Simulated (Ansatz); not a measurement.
**AlRu: phonons and Grüneisen parameters**

How does the lattice vibrate, and how do the modes shift with volume? Displacements sample a 2×2×2 mesh. Runs: reference run (LAPW); volume scaled by 0.980 (LAPW); volume scaled by 1.020 (LAPW); mode Grüneisen parameters (LAPW). Companion runs by PAW are cited.

Method: DFT LDA, all-electron LAPW, scalar-relativistic unless said, in Ansatz 0.2.0.

3 further runs of the same task are left out: 2 that didn't finish, 1 set aside as unsound or not needed.

## Step 1: The system as given

The structure is cubic, space group Pm-3m (No. 221). Conventional cell: a = 2.954 Å, b = 2.954 Å, c = 2.954 Å, α = 90.00°, β = 90.00°, γ = 90.00°. Al (site symmetry m-3m) has 8 Ru at 2.56 Å as nearest neighbours. Ru (site symmetry m-3m) is surrounded by 8 Al at 2.56 Å.

Structure file:

```cif
data_structure
_symmetry_space_group_name_H-M 'Pm-3m'
_symmetry_Int_Tables_number 221
_cell_length_a 2.9544
_cell_length_b 2.9544
_cell_length_c 2.9544
_cell_angle_alpha 90.000
_cell_angle_beta 90.000
_cell_angle_gamma 90.000
_cell_volume 25.79
loop_
_atom_site_label
_atom_site_type_symbol
_atom_site_symmetry_multiplicity
_atom_site_Wyckoff_symbol
_atom_site_fract_x
_atom_site_fract_y
_atom_site_fract_z
_atom_site_occupancy
Al1 Al 1 a 0.00000 0.00000 0.00000 1
Ru1 Ru 1 b 0.50000 0.50000 0.50000 1
```

Cartesian axes are those of the input's lattice vectors. The structure goes back to a database entry.

## Step 2: Reference run, LAPW

The input, input.yaml:

```yaml
crystal:
  lattice:
    - [2.9543637538, 0.0, 0.0]
    - [0.0, 2.9543637538, 0.0]
    - [0.0, 0.0, 2.9543637538]
  atoms:
    - { symbol: Al, position: [0.0, 0.0, 0.0] }
    - { symbol: Ru, position: [0.5, 0.5, 0.5] }
kpoints:
  mp_grid: { grid: [14, 14, 14] }
scf:
  occupations: { method: fermi_dirac, width: 0.08 }
hamiltonian:
  xc: lda
  pseudopotentials: { kind: all_electron, lapw: { basis_error: 0.001 } }
phonons:
  qmesh: [2, 2, 2]
  qpath:
    path:
      - [0.0, 0.0, 0.0]
      - [0.0, 0.5, 0.0]
      - [0.5, 0.5, 0.0]
      - [0.0, 0.0, 0.0]
      - [0.5, 0.5, 0.5]
      - [0.0, 0.5, 0.0]
      - [0.5, 0.5, 0.5]
      - [0.5, 0.5, 0.0]
    npoints: 6
  temperatures: { t_min: 0, t_max: 1000, t_step: 100 }
```

The run is started by

```sh
$ ansatz run input.yaml --threads 2 --pin off --max-ram 5120MiB --backend cpu --events-out ev --progress --plain --runs-dir out
```

## Step 3: Volume scaled by 0.980, LAPW

Changes to input.yaml since step 2:

```diff
@@ -2,5 +2,5 @@
   lattice:
-    - [2.9543637538, 0.0, 0.0]
-    - [0.0, 2.9543637538, 0.0]
-    - [0.0, 0.0, 2.9543637538]
+    - [2.9345352117, 0.0, 0.0]
+    - [0.0, 2.9345352117, 0.0]
+    - [0.0, 0.0, 2.9345352117]
   atoms:
```

## Step 4: Volume scaled by 1.020, LAPW

Changes to input.yaml since step 3:

```diff
@@ -2,5 +2,5 @@
   lattice:
-    - [2.9345352117, 0.0, 0.0]
-    - [0.0, 2.9345352117, 0.0]
-    - [0.0, 0.0, 2.9345352117]
+    - [2.97392964687, 0.0, 0.0]
+    - [0.0, 2.97392964687, 0.0]
+    - [0.0, 0.0, 2.97392964687]
   atoms:
```

(Steps that only read results are left out.)

What does the calculation give? Wanted: highest mode on the mesh, without the LO shift; optical modes at Γ.

**Answer**, as computed:

| quantity | value |
| --- | --- |
| highest mode on the mesh, without the LO shift (LAPW) | 367 cm⁻¹ |
| optical modes at Γ | 324 (T1u) cm⁻¹ |
| mean Grüneisen parameter at 300 K (LAPW) | 1.90 |

What this shows: No mode on the mesh is unstable; the highest lies at 367 cm⁻¹ by LAPW. Weighted by heat capacity at 300 K the mean Grüneisen parameter of the sampled modes is 1.90, which points to expansion on heating. PAW differs from LAPW by at most 0.2 cm⁻¹. Each set of modes is computed in the harmonic approximation. Cautions: responses of metals move with mesh and smearing.
